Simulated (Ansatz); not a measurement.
# HfH₂ (singlet): wave-function methods side by side at angle H2–Hf1–H3 = 107.0°, def2-SVP

Aim: climb from Hartree-Fock through coupled cluster and multireference methods for HfH₂ (singlet) at one geometry and basis, and see what each rung misses.

Program: Ansatz 0.2.0, Gaussian basis. Level of theory: def2-SVP, core rule «outside noble gas», up to 4 orbitals frozen. These are calculated values, not measurements.

The runs, in order: UHF; CCSD(T) on RHF; CCSD(T) on UHF; CISD; CCSDT(Q) on RHF; CCSDT(Q) on UHF; CASSCF and MRCISD+Q, 2 electrons in 2 orbitals; CASSCF and NEVPT2, 2 electrons in 2 orbitals; Full CI.

19 further runs of the same task are left out: 14 for a known fault of the program, 4 that didn't finish, 1 set aside as unsound or not needed.

### 1 The system

The geometry derives from a PBE0/def2-TZVP stationary point (not a proven minimum). One angle is set to the value named; bond lengths are kept. No spin-orbit coupling is included. Elements past krypton take def2 core potentials.

3 atoms, charge 0, spin multiplicity 1.

Atoms are counted from 1 here; the program's logs count them from 0.

Bond lengths: Hf1–H2 1.912 Å, Hf1–H3 1.912 Å. Angles: H2–Hf1–H3 107.0°.

In the tables R marks a restricted determinant and U an unrestricted one; 'pair' is the active space of 2 electrons in 2 orbitals; energies count from the table's Hartree-Fock row.

### 2 UHF

Contents of in.yaml:

```yaml
crystal:
  periodic: [false, false, false]
  atoms:
    - {symbol: Hf, position_ang: [-0.012700, 0.000000, 0.000000]}
    - {symbol: H, position_ang: [1.124482, 0.000000, -1.536814]}
    - {symbol: H, position_ang: [1.124482, 0.000000, 1.536814]}
basis:
  gaussian: {orbitals: def2-SVP}
magnetization: {spin_polarized: true, initial_magnetization: 0}
hamiltonian: {xc: hf}
output: {orbitals: {seedname: orbitals}}
```

The run is started by

```
$ ansatz run in.yaml --threads 1 --pin off --events-out ev --progress --plain --max-ram 2393MiB
```

Standard output:

```text
Functional definition: HF
  name "HF"
  cite "Fock, Z. Phys. 61, 126 (1930) doi:10.1007/BF01340294"
  parent pbe
  exchange = exact_x
  correlation = 0
430 factors; integrals over basis functions are off by at most 7.8e-4 eV
mean field evaluation 1: about -1317.7312 eV, gradient 1.2e1 eV
mean field evaluation 2: about -1317.7348 eV, gradient 1.2e1 eV
mean field evaluation 4: about -1319.3507 eV, gradient 1.3e0 eV
mean field evaluation 8: about -1319.4236 eV, gradient 4.3e-2 eV
mean field evaluation 16: about -1319.5428 eV, gradient 7.7e-1 eV
mean field evaluation 32: about -1319.8942 eV, gradient 5.1e-6 eV
mean field evaluation 64: about -1319.4230 eV, gradient 1.7e-1 eV
mean field evaluation 96: about -1319.8741 eV, gradient 6.0e-2 eV
mean field evaluation 128: about -1315.6516 eV, gradient 1.0e1 eV
mean field evaluation 160: about -1319.2196 eV, gradient 1.2e0 eV
mean field evaluation 192: about -1319.2246 eV, gradient 5.5e-1 eV
mean field evaluation 224: about -1319.3454 eV, gradient 1.3e0 eV
mean field -1319.89415065 eV, -48.5052153801 hartree, gradient 4.2e-6 eV, S^2 0.869636; 8 other end points of the search recorded, 0 dependent functions left out
reference -1319.89415065 eV, -48.5052153801 hartree; 7, 7 occupied and 35, 35 virtual orbitals, 430 factors
Total energy: -1319.89415065 eV, -48.5052153801 hartree
```

It took 0.9 s on 1 thread of Arm Neoverse V2, shared host.

From the report: ⟨S²⟩ of the determinant 0.870 (pure singlet: 0.00). The determinant is far from a pure spin state, so its energy mixes those of several spin states (harmless only where they are near-degenerate, as at dissociation).

The unrestricted solution breaks the spin symmetry, so the restricted determinant is unstable here.

### 3 CCSD(T) on RHF

in.yaml, as its differences from that of step 2:

```diff
@@ -8,4 +8,3 @@
   gaussian: {orbitals: def2-SVP}
-magnetization: {spin_polarized: true, initial_magnetization: 0}
-hamiltonian: {xc: hf}
-output: {orbitals: {seedname: orbitals}}
+magnetization: {spin_polarized: false}
+correlation: {method: ccsd_t, electrons: outside_noble_gas}
```

The command is unchanged.

Standard output, cut to the lines that bear on the results:

```text
Functional definition: HF
  name "HF"
  cite "Fock, Z. Phys. 61, 126 (1930) doi:10.1007/BF01340294"
  parent pbe
[...]
430 factors; integrals over basis functions are off by at most 7.8e-4 eV
[...]
mean field -1319.42358458 eV, -48.4879223958 hartree, gradient 2.6e-6 eV, S^2 0.000000; 4 other end points of the search recorded, 0 dependent functions left out; unrestricted orbitals would lower it
determinant -1319.42358458 eV, -48.4879223958 hartree, with singles and doubles -1322.40452741 eV, -48.5974700245 hartree
determinant -1317.73143847 eV, -48.4257371734 hartree, with singles and doubles -1320.11044310 eV, -48.5131639809 hartree
determinant -1317.17202460 eV, -48.4051790926 hartree, with singles and doubles -1320.09897182 eV, -48.5127424190 hartree
determinant -1317.15235168 eV, -48.4044561263 hartree, with singles and doubles -1319.95925630 eV, -48.5076079687 hartree
4 core orbitals not correlated: weight in the atoms' cores, before any rotation towards them, 0.999 or more for the frozen orbitals, at most 0.000 for the correlated occupied ones
reference -1319.42358458 eV, -48.4879223958 hartree; 3, 3 occupied and 35, 35 virtual orbitals, 430 factors
second order -2.18272268 eV of doubles, -0.00000000 eV of singles
cycle   1  -2.94599691 eV  change   -5.1e-2 eV  update   2.3e-2
[...]
cycle  14  -2.96317829 eV  change    1.4e-6 eV  update   5.4e-6
perturbative correction -0.09568164 eV, -0.0035162354 hartree
Total energy: -1322.48244450 eV, -48.6003334246 hartree
```

Wall time 0.87 s (1 thread of Arm Neoverse V2, shared host).

From the report: correlation -3.0589 eV; T1 0.021; largest double amplitude 0.16.

### 4 CCSD(T) on UHF

in.yaml, as its differences from that of step 3:

```diff
@@ -8,3 +8,3 @@
   gaussian: {orbitals: def2-SVP}
-magnetization: {spin_polarized: false}
+magnetization: {spin_polarized: true, initial_magnetization: 0}
 correlation: {method: ccsd_t, electrons: outside_noble_gas}
```

Same command.

Standard output, cut to the lines that bear on the results:

```text
Functional definition: HF
  name "HF"
  cite "Fock, Z. Phys. 61, 126 (1930) doi:10.1007/BF01340294"
  parent pbe
[...]
430 factors; integrals over basis functions are off by at most 7.8e-4 eV
[...]
mean field -1319.89415065 eV, -48.5052153801 hartree, gradient 2.7e-6 eV, S^2 0.869636; 32 other end points of the search recorded, 0 dependent functions left out
determinant -1319.89415065 eV, -48.5052153801 hartree, with singles and doubles -1322.36853495 eV, -48.5961473260 hartree
determinant -1319.87299890 eV, -48.5044380676 hartree, with singles and doubles -1322.32533104 eV, -48.5945596112 hartree
determinant -1319.26760178 eV, -48.4821901336 hartree, with singles and doubles -1321.65659896 eV, -48.5699841608 hartree
determinant -1319.25739104 eV, -48.4818148961 hartree, with singles and doubles -1321.90156267 eV, -48.5789864109 hartree
[...]
determinant -1319.23771420 eV, -48.4810917854 hartree, with singles and doubles -1321.90734386 eV, -48.5791988659 hartree
determinant -1319.42358458 eV, -48.4879223958 hartree, with singles and doubles -1322.38111890 eV, -48.5966097775 hartree
determinant -1319.42358458 eV, -48.4879223958 hartree, with singles and doubles -1322.38675652 eV, -48.5968169563 hartree
determinant -1317.73143845 eV, -48.4257371728 hartree, with singles and doubles -1320.15073680 eV, -48.5146447471 hartree
4 core orbitals not correlated: weight in the atoms' cores, before any rotation towards them, 0.999 or more for the frozen orbitals, at most 0.000 for the correlated occupied ones
reference -1319.89415065 eV, -48.5052153801 hartree; 3, 3 occupied and 35, 35 virtual orbitals, 430 factors
second order -1.84026828 eV of doubles, -0.00000000 eV of singles
cycle   1  -2.48467938 eV  change    1.7e-7 eV  update   5.8e-6
perturbative correction -0.06783554 eV, -0.0024929100 hartree
Total energy: -1322.44666556 eV, -48.5990185730 hartree
```

Wall time 8.5 s (1 thread of Arm Neoverse V2, shared host).

From the report: ⟨S²⟩ of the determinant 0.870 (pure singlet: 0.00); correlation -2.5525 eV; T1 0.066; largest double amplitude 0.09. The determinant is far from a pure spin state, so its energy mixes those of several spin states (harmless only where they are near-degenerate, as at dissociation).

### 5 CISD

in.yaml, as its differences from that of step 4:

```diff
@@ -8,3 +8,2 @@
   gaussian: {orbitals: def2-SVP}
-magnetization: {spin_polarized: true, initial_magnetization: 0}
-correlation: {method: ccsd_t, electrons: outside_noble_gas}
+correlation: {active_space: {ras: {orbitals: [3, 0, 35], electrons: 6, max_holes: 2, max_particles: 2}, fixed_orbitals: true}}
```

The command is unchanged.

Standard output:

```text
Functional definition: HF
  name "HF"
  cite "Fock, Z. Phys. 61, 126 (1930) doi:10.1007/BF01340294"
  parent pbe
  exchange = exact_x
  correlation = 0
430 factors; integrals over basis functions are off by at most 7.8e-4 eV
mean field evaluation 1: about -1317.7312 eV, gradient 1.7e1 eV
mean field evaluation 2: about -1317.7348 eV, gradient 1.7e1 eV
mean field evaluation 4: about -1319.3507 eV, gradient 1.9e0 eV
mean field evaluation 8: about -1319.4199 eV, gradient 2.2e-1 eV
mean field evaluation 16: about -1319.4236 eV, gradient 2.6e-6 eV
mean field evaluation 32: about -1319.4221 eV, gradient 1.5e0 eV
mean field -1319.42358458 eV, -48.4879223958 hartree, gradient 2.6e-6 eV, S^2 0.000000; 2 other end points of the search recorded, 0 dependent functions left out
reference -1319.42358458 eV, -48.4879223958 hartree; 7, 7 occupied and 35, 35 virtual orbitals, 430 factors
state -1322.18105573 eV, -48.5892575916 hartree
Total energy: -1322.18105573 eV, -48.5892575916 hartree
```

It took 1.4 s on 1 thread of Arm Neoverse V2, shared host.

From the report: 4,226 determinants.

### 6 CCSDT(Q) on RHF

in.yaml, as its differences from that of step 5:

```diff
@@ -8,2 +8,3 @@
   gaussian: {orbitals: def2-SVP}
-correlation: {active_space: {ras: {orbitals: [3, 0, 35], electrons: 6, max_holes: 2, max_particles: 2}, fixed_orbitals: true}}
+magnetization: {spin_polarized: false}
+correlation: {method: ccsdt_q, electrons: outside_noble_gas}
```

Same command.

Standard output, cut to the lines that bear on the results:

```text
Functional definition: HF
  name "HF"
  cite "Fock, Z. Phys. 61, 126 (1930) doi:10.1007/BF01340294"
  parent pbe
[...]
775 factors; integrals over basis functions are off by at most 8.5e-8 eV
[...]
mean field -1319.42359896 eV, -48.4879229242 hartree, gradient 2.6e-6 eV, S^2 0.000000; 4 other end points of the search recorded, 0 dependent functions left out; unrestricted orbitals would lower it
determinant -1319.42359896 eV, -48.4879229242 hartree, with singles and doubles -1322.40458903 eV, -48.5974722887 hartree
determinant -1317.73145654 eV, -48.4257378376 hartree, with singles and doubles -1320.11047966 eV, -48.5131653244 hartree
determinant -1317.17204734 eV, -48.4051799283 hartree, with singles and doubles -1320.09901094 eV, -48.5127438569 hartree
determinant -1317.15236988 eV, -48.4044567950 hartree, with singles and doubles -1319.95928481 eV, -48.5076090163 hartree
4 core orbitals not correlated: weight in the atoms' cores, before any rotation towards them, 0.999 or more for the frozen orbitals, at most 0.000 for the correlated occupied ones
reference -1319.42359896 eV, -48.4879229242 hartree; 3, 3 occupied and 35, 35 virtual orbitals, 775 factors
second order -2.18277721 eV of doubles, -0.00000000 eV of singles
cycle   1  -2.61703622 eV  change   -4.3e-1 eV  update   8.4e-2
[...]
cycle  25  -3.09066483 eV  change    4.6e-7 eV  update   6.7e-7
perturbative correction -0.00346986 eV, -0.0001275149 hartree
Total energy: -1322.51773365 eV, -48.6016302769 hartree
```

It took 3 s on 1 thread of Arm Neoverse V2, shared host.

From the report: correlation -3.0941 eV; T1 0.022; largest double amplitude 0.18.

### 7 CCSDT(Q) on UHF

in.yaml, as its differences from that of step 6:

```diff
@@ -8,3 +8,3 @@
   gaussian: {orbitals: def2-SVP}
-magnetization: {spin_polarized: false}
+magnetization: {spin_polarized: true, initial_magnetization: 0}
 correlation: {method: ccsdt_q, electrons: outside_noble_gas}
```

Launched as before.

Standard output, cut to the lines that bear on the results:

```text
Functional definition: HF
  name "HF"
  cite "Fock, Z. Phys. 61, 126 (1930) doi:10.1007/BF01340294"
  parent pbe
[...]
775 factors; integrals over basis functions are off by at most 8.5e-8 eV
[...]
mean field -1319.89418006 eV, -48.5052164607 hartree, gradient 8.3e-8 eV, S^2 0.869640; 34 other end points of the search recorded, 0 dependent functions left out
determinant -1319.89418006 eV, -48.5052164607 hartree, with singles and doubles -1322.35668987 eV, -48.5957120270 hartree
determinant -1319.87302089 eV, -48.5044388758 hartree, with singles and doubles -1322.32537934 eV, -48.5945613863 hartree
determinant -1319.26762632 eV, -48.4821910357 hartree, with singles and doubles -1321.64606806 eV, -48.5695971573 hartree
determinant -1319.25740660 eV, -48.4818154677 hartree, with singles and doubles -1321.87895786 eV, -48.5781556995 hartree
[...]
determinant -1319.23772935 eV, -48.4810923422 hartree, with singles and doubles -1321.90738206 eV, -48.5792002697 hartree
determinant -1319.42359896 eV, -48.4879229242 hartree, with singles and doubles -1322.38117182 eV, -48.5966117221 hartree
determinant -1319.42359896 eV, -48.4879229242 hartree, with singles and doubles -1322.38681008 eV, -48.5968189245 hartree
determinant -1317.73145653 eV, -48.4257378369 hartree, with singles and doubles -1320.15210255 eV, -48.5146949375 hartree
4 core orbitals not correlated: weight in the atoms' cores, before any rotation towards them, 0.999 or more for the frozen orbitals, at most 0.000 for the correlated occupied ones
reference -1319.89418006 eV, -48.5052164607 hartree; 3, 3 occupied and 35, 35 virtual orbitals, 775 factors
second order -1.84029777 eV of doubles, -0.00000000 eV of singles
cycle   1  -2.21061533 eV  change   -3.7e-1 eV  update   6.8e-2
[...]
cycle  48  -2.58767197 eV  change   -1.6e-7 eV  update   1.3e-7
perturbative correction -0.00399471 eV, -0.0001468031 hartree
Total energy: -1322.48584675 eV, -48.6004584548 hartree
```

Run time: 25 s. Hardware: 1 thread of Arm Neoverse V2, shared host.

From the report: ⟨S²⟩ of the determinant 0.870 (pure singlet: 0.00); correlation -2.5917 eV; T1 0.096; largest double amplitude 0.10. The determinant is far from a pure spin state, so its energy mixes those of several spin states (harmless only where they are near-degenerate, as at dissociation).

### 8 CASSCF and MRCISD+Q, 2 electrons in 2 orbitals

in.yaml, as its differences from that of step 7:

```diff
@@ -8,3 +8,2 @@
   gaussian: {orbitals: def2-SVP}
-magnetization: {spin_polarized: true, initial_magnetization: 0}
-correlation: {method: ccsdt_q, electrons: outside_noble_gas}
+correlation: {method: fic_mrcisd_q, electrons: outside_noble_gas, active_space: {window: {electrons: 2, orbitals: 2}}}
```

The command is unchanged.

Standard output, cut to the lines that bear on the results:

```text
Functional definition: HF
  name "HF"
  cite "Fock, Z. Phys. 61, 126 (1930) doi:10.1007/BF01340294"
  parent pbe
[...]
430 factors; integrals over basis functions are off by at most 7.8e-4 eV
[...]
mean field -1319.42358458 eV, -48.4879223958 hartree, gradient 2.6e-6 eV, S^2 0.000000; 2 other end points of the search recorded, 0 dependent functions left out; unrestricted orbitals would lower it
reference -1319.42358458 eV, -48.4879223958 hartree; 7, 7 occupied and 35, 35 virtual orbitals, 430 factors
state -1319.89749000 eV, -48.5053380989 hartree
contracted CI cycle   1: correlation 0.00000000 eV, 0.0000000000 hartree, residual 1.08e1 eV
contracted CI cycle   2: correlation -2.22051608 eV, -0.0816024607 hartree, residual 1.91e0 eV
contracted CI cycle   3: correlation -2.33087992 eV, -0.0856582573 hartree, residual 8.58e-1 eV
contracted CI cycle   4: correlation -2.35895140 eV, -0.0866898649 hartree, residual 4.83e-1 eV
contracted CI cycle   5: correlation -2.36905509 eV, -0.0870611688 hartree, residual 2.55e-1 eV
contracted CI cycle   6: correlation -2.37244757 eV, -0.0871858402 hartree, residual 1.40e-1 eV
contracted CI cycle   7: correlation -2.37314651 eV, -0.0872115257 hartree, residual 5.50e-2 eV
contracted CI cycle   8: correlation -2.37326179 eV, -0.0872157620 hartree, residual 2.38e-2 eV
contracted CI cycle   9: correlation -2.37328632 eV, -0.0872166636 hartree, residual 1.28e-2 eV
contracted CI cycle  10: correlation -2.37329339 eV, -0.0872169235 hartree, residual 6.45e-3 eV
contracted CI cycle  11: correlation -2.37329500 eV, -0.0872169827 hartree, residual 2.62e-3 eV
contracted CI cycle  12: correlation -2.37329529 eV, -0.0872169932 hartree, residual 1.20e-3 eV
state -1319.89749000 eV, -48.5053380989 hartree; corrected -1322.47901969 eV, -48.6002075650 hartree
Total energy: -1322.47901969 eV, -48.6002075650 hartree
```

Run time: 0.75 s. Hardware: 1 thread of Arm Neoverse V2, shared host.

From the report: 4 determinants; active occupations 1.74, 0.26.

### 9 CASSCF and NEVPT2, 2 electrons in 2 orbitals

in.yaml, as its differences from that of step 8:

```diff
@@ -8,2 +8,2 @@
   gaussian: {orbitals: def2-SVP}
-correlation: {method: fic_mrcisd_q, electrons: outside_noble_gas, active_space: {window: {electrons: 2, orbitals: 2}}}
+correlation: {method: sc_nevpt2, electrons: outside_noble_gas, active_space: {window: {electrons: 2, orbitals: 2}}}
```

The command is unchanged.

Standard output:

```text
Functional definition: HF
  name "HF"
  cite "Fock, Z. Phys. 61, 126 (1930) doi:10.1007/BF01340294"
  parent pbe
  exchange = exact_x
  correlation = 0
430 factors; integrals over basis functions are off by at most 7.8e-4 eV
mean field evaluation 1: about -1317.7312 eV, gradient 1.7e1 eV
mean field evaluation 2: about -1317.7348 eV, gradient 1.7e1 eV
mean field evaluation 4: about -1319.3507 eV, gradient 1.9e0 eV
mean field evaluation 8: about -1319.4199 eV, gradient 2.2e-1 eV
mean field evaluation 16: about -1319.4236 eV, gradient 2.6e-6 eV
mean field evaluation 32: about -1319.4221 eV, gradient 1.5e0 eV
mean field -1319.42358458 eV, -48.4879223958 hartree, gradient 2.6e-6 eV, S^2 0.000000; 2 other end points of the search recorded, 0 dependent functions left out; unrestricted orbitals would lower it
reference -1319.42358458 eV, -48.4879223958 hartree; 7, 7 occupied and 35, 35 virtual orbitals, 430 factors
state -1319.89749000 eV, -48.5053380989 hartree
state -1319.89749000 eV, -48.5053380989 hartree; corrected -1321.72152662 eV, -48.5723702084 hartree
Total energy: -1321.72152662 eV, -48.5723702084 hartree
```

It took 0.63 s on 1 thread of Arm Neoverse V2, shared host.

From the report: 4 determinants; active occupations 1.74, 0.26.

### 10 Full CI

in.yaml, as its differences from that of step 9:

```diff
@@ -8,2 +8,2 @@
   gaussian: {orbitals: def2-SVP}
-correlation: {method: sc_nevpt2, electrons: outside_noble_gas, active_space: {window: {electrons: 2, orbitals: 2}}}
+correlation: {method: fci, electrons: outside_noble_gas}
```

The command is unchanged.

Standard output, cut to the lines that bear on the results:

```text
Functional definition: HF
  name "HF"
  cite "Fock, Z. Phys. 61, 126 (1930) doi:10.1007/BF01340294"
  parent pbe
[...]
775 factors; integrals over basis functions are off by at most 8.5e-8 eV
[...]
mean field -1319.42359896 eV, -48.4879229242 hartree, gradient 2.6e-6 eV, S^2 0.000000; 2 other end points of the search recorded, 0 dependent functions left out; unrestricted orbitals would lower it
4 core orbitals not correlated: weight in the atoms' cores, before any rotation towards them, 0.999 or more for the frozen orbitals, at most 0.000 for the correlated occupied ones
reference -1319.42359896 eV, -48.4879229242 hartree; 3, 3 occupied and 35, 35 virtual orbitals, 775 factors
state -1322.51722199 eV, -48.6016114736 hartree
Total energy: -1322.51722199 eV, -48.6016114736 hartree
```

Wall time 3.4 min (1 thread of Arm Neoverse V2, shared host); peak memory 1.8 GiB.

From the report: 17,829,512 determinants, symmetry A1.

### 11 How many determinants matter

Natural occupations of the FCI state about the gap (report; correlated orbitals 1 to 10): 1.949, 1.944, 1.705, 0.130, 0.130, 0.032, 0.030, 0.013, 0.011, 0.009. The count of effectively unpaired electrons, Σ n²(2 − n)², is 0.40; a single determinant of this spin has 0.

### 12 Misses and costs

The yardstick is full CI for this spin, exact in this basis with these frozen cores. Rows without a time come out of other runs: HF, MP2 and CCSD of CCSD(T), CCSDT of CCSDT(Q), CASSCF and MRCISD of the multireference runs.

Differences are taken before rounding.

| method | energy from the lowest RHF (kcal/mol) | from FCI (kcal/mol) | time |
| --- | --- | --- | --- |
| RHF | 0.00 | +71.34 |  |
| UHF | -10.85 | +60.49 |  |
| RMP2 | -50.33 | +21.01 |  |
| UMP2 | -53.29 | +18.05 |  |
| CISD | -63.59 | +7.75 | 1.4 s |
| RCCSD | -68.33 | +3.01 |  |
| UCCSD | -68.15 | +3.19 |  |
| RCCSD(T) | -70.54 | +0.80 | 0.87 s |
| UCCSD(T) | -69.71 | +1.63 | 8.5 s |
| RCCSDT | -71.27 | +0.07 |  |
| UCCSDT | -70.53 | +0.82 |  |
| RCCSDT(Q) | -71.35 | -0.01 | 3 s |
| UCCSDT(Q) | -70.62 | +0.72 | 25 s |
| CASSCF pair | -10.93 | +60.41 |  |
| NEVPT2 pair | -52.99 | +18.35 | 0.63 s |
| MRCISD pair | -65.66 | +5.68 |  |
| MRCISD+Q pair | -70.46 | +0.88 | 0.75 s |
| FCI | -71.34 | 0 | 3.4 min |

Among the levels timed on like hardware and quicker than the yardstick, those that no quicker one beats, quickest first: NEVPT2 pair (0.63 s, +18.35 kcal/mol); MRCISD+Q pair (0.75 s, +0.88 kcal/mol); RCCSD(T) (0.87 s, +0.80 kcal/mol); RCCSDT(Q) (3 s, -0.01 kcal/mol).

### 13 Results

| quantity | value |
| --- | --- |
| FCI below the RHF energy | -3.0936 eV |
| RMP2 from FCI | +21.01 kcal/mol |
| UMP2 from FCI | +18.05 kcal/mol |
| RCCSD from FCI | +3.01 kcal/mol |
| RCCSD(T) from FCI | +0.80 kcal/mol |
| UCCSD(T) from FCI | +1.63 kcal/mol |
| RCCSDT(Q) from FCI | -0.01 kcal/mol |
| UCCSDT(Q) from FCI | +0.72 kcal/mol |
| NEVPT2 pair from FCI | +18.35 kcal/mol |
| MRCISD+Q pair from FCI | +0.88 kcal/mol |
| levels within 1 kcal/mol (43 meV) | RCCSD(T), RCCSDT, UCCSDT, RCCSDT(Q), UCCSDT(Q), MRCISD+Q pair |
| T1 diagnostic | 0.021 |
| effectively unpaired electrons | 0.40 |

RCCSD(T) misses by +0.80 kcal/mol, 1.1 % of the correlation energy. CCSD(T) misses by +0.80 kcal/mol on the restricted determinant and by +1.63 kcal/mol on the unrestricted one; the two need not hold the same state or core. The occupations show some static correlation. Of the multireference levels listed MRCISD+Q pair comes nearest in total energy (+0.88 kcal/mol), which doesn't show that its space is the better one. These misses are within one basis, not against nature.

For cost: RCCSDT(Q) gets within 0.01 kcal/mol in 3 s, where FCI took 3.4 min; the quickest level in the cost chart, NEVPT2 pair, takes 0.63 s and misses by 18.35 kcal/mol.
